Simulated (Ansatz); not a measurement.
**HfF4 (SMILES F[Hf](F)(F)F) at MP2/def2-SVP (core potential)**

Aim: the vertical singlet–triplet gap of HfF4 at MP2/def2-SVP (core potential), from 2 runs. 

The calculation is run with Ansatz 0.2.0.

7 further runs of the same task are left out: 6 that didn't finish, 1 set aside as unsound or not needed.

## (1) The molecule

HfF4: 5 atoms, total charge 0, spin state singlet. SMILES: `F[Hf](F)(F)F`. Geometry: relaxed at PBE0-D4/def2-TZVP.

Bond lengths: F1–Hf2 1.897 Å, Hf2–F3 1.897 Å, Hf2–F4 1.897 Å, Hf2–F5 1.897 Å. Angles: F1–Hf2–F3 109.5°, F1–Hf2–F4 109.5°, F1–Hf2–F5 109.5°, F3–Hf2–F4 109.5°, F3–Hf2–F5 109.5°, F4–Hf2–F5 109.5°.

## (2) A single-point energy at MP2/def2-SVP (core potential)

Input file run.yaml:

```yaml
crystal:
  periodic: [false, false, false]
  atoms:
    - {symbol: F, position_ang: [-0.908700, -0.112040, 1.661430]}
    - {symbol: Hf, position_ang: [-0.000000, 0.000000, -0.000000]}
    - {symbol: F, position_ang: [1.622880, -0.977200, 0.099740]}
    - {symbol: F, position_ang: [-1.093180, -0.727680, -1.368970]}
    - {symbol: F, position_ang: [0.379000, 1.816910, -0.392190]}
basis:
  gaussian:
    orbitals: def2-SVP
total_charge: 0
correlation:
  method: mp2
  frozen_orbitals: {F: 1, Hf: 0}
accuracy: high
```

Launch:

```sh
$ ansatz run run.yaml --threads 1 --pin off --max-ram 3480MiB --events-out events.jsonl --progress --plain --runs-dir runs
```

Output:

```text
Warning: RAYON_NUM_THREADS=1 ignored (pool sized by the plan → 1); use --threads N
Functional definition: HF
  name "HF"
  exchange = exact_x
  correlation = 0
1818 factors; integrals over basis functions are off by at most 3.1e-9 eV
mean field evaluation 1: about -12110.0616 eV, gradient 5.7e1 eV
mean field evaluation 2: about -12110.1434 eV, gradient 5.7e1 eV
mean field evaluation 4: about -12115.7657 eV, gradient 1.3e0 eV
mean field evaluation 8: about -12115.8033 eV, gradient 6.2e-6 eV
mean field -12115.80332170 eV, -445.2475596861 hartree, gradient 1.8e-8 eV, S^2 0.000000; 0 other end points of the search recorded, 0 dependent functions left out
4 core orbitals not correlated: weight in the atoms' cores, before any rotation towards them, 1.000 or more for the frozen orbitals, at most 0.000 for the correlated occupied ones
reference -12115.80332170 eV, -445.2475596861 hartree; 20, 20 occupied and 64, 64 virtual orbitals, 1818 factors
second order -26.40991355 eV of doubles, -0.00000000 eV of singles
Total energy: -12142.21323525 eV, -446.2181061077 hartree
```

Run time: 2.8 s. Hardware: 1 thread of Intel Xeon Platinum 8375C at 2.90GHz (Ice Lake), shared host; peak memory 0.24 GiB.

## (3) The triplet, same level

Input file in.yaml:

```yaml
crystal:
  periodic: [false, false, false]
  atoms:
    - {symbol: F, position_ang: [-0.908700, -0.112040, 1.661430]}
    - {symbol: Hf, position_ang: [-0.000000, 0.000000, -0.000000]}
    - {symbol: F, position_ang: [1.622880, -0.977200, 0.099740]}
    - {symbol: F, position_ang: [-1.093180, -0.727680, -1.368970]}
    - {symbol: F, position_ang: [0.379000, 1.816910, -0.392190]}
basis:
  gaussian: {orbitals: def2-SVP}
accuracy: high
correlation: {method: mp2, frozen_orbitals: {F: 1, Hf: 0}}
magnetization: {spin_polarized: true, initial_magnetization: 2}
```

Launch:

```sh
$ ansatz run in.yaml --threads 1 --pin off --max-ram 3480MiB --events-out events.jsonl --progress --plain --runs-dir runs
```

Output, cut to the lines that bear on the results:

```text
Warning: RAYON_NUM_THREADS=1 ignored (pool sized by the plan → 1); use --threads N
[... 2 set-up lines as earlier in the session ...]
[...]
1818 factors; integrals over basis functions are off by at most 3.1e-9 eV
[...]
mean field -12106.51229047 eV, -444.9061205859 hartree, gradient 9.1e-8 eV, S^2 2.005671; 33 other end points of the search recorded, 0 dependent functions left out
4 core orbitals not correlated: weight in the atoms' cores, before any rotation towards them, 1.000 or more for the frozen orbitals, at most 0.000 for the correlated occupied ones
reference -12106.51229047 eV, -444.9061205859 hartree; 21, 19 occupied and 63, 65 virtual orbitals, 1818 factors
second order -24.52260992 eV of doubles, -0.00000000 eV of singles
Total energy: -12131.03490038 eV, -445.8073098783 hartree
```

It took 1.9 min on 1 thread of Intel Xeon Platinum 8375C at 2.90GHz (Ice Lake), shared host; peak memory 0.46 GiB.

## (4) Outcome

Level: MP2/def2-SVP (core potential), 4 core orbitals frozen.

```
                                            quantity          value
                               singlet: total energy  -446.21811 Eh
singlet: correlation energy (4 core orbitals frozen)     -970.5 mEh
                               triplet: total energy  -445.80731 Eh
triplet: correlation energy (4 core orbitals frozen)     -901.2 mEh
          triplet: ⟨S²⟩ of the reference determinant          2.006
    vertical energy of the triplet above the singlet      11.178 eV
```

**Reading.** At this shape the triplet lies 11.18 eV (1079 kJ/mol) above the singlet.
